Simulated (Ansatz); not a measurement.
The system is HfH4, a sheet with vacuum.

```
Hf H
1.0
     6.58632    0.00000    0.00000
     0.00000    6.58632    0.00000
     0.00000    0.00000   28.05924
Hf H
1 4
Cartesian
  3.2932 3.2932 8.0000
  1.7942 3.2932 9.0595
  4.7921 3.2932 9.0595
  3.2932 4.7921 6.9405
  3.2932 1.7942 6.9405
```

The cell was built by a generator and needn't be a form met in nature.

Base run:

```yaml
Program: Ansatz 0.2.0
Functional: PBEsol
Potentials_or_basis: all-electron LAPW, scalar-relativistic
Cutoff: 334 eV
Density_cutoff: 1337 eV
Basis_error_allowed: 0.002 eV/atom
k_mesh: 4 × 4 × 1
Occupations: fermi-dirac, width 0.05 eV
Spin: no spin polarisation
```

Its results: band gap on the k mesh 3.76 eV, direct; largest force 0.054 eV/Å.

The run is repeated on the same cell with these changes: functional from PBEsol to PBE. What comes out?

Band gap on the k mesh 3.89 eV, direct; largest force 0.004 eV/Å.

Caveats: spin-orbit coupling is left out, which moves the levels of the heavy elements.

Not every run made on this cell is shown here.
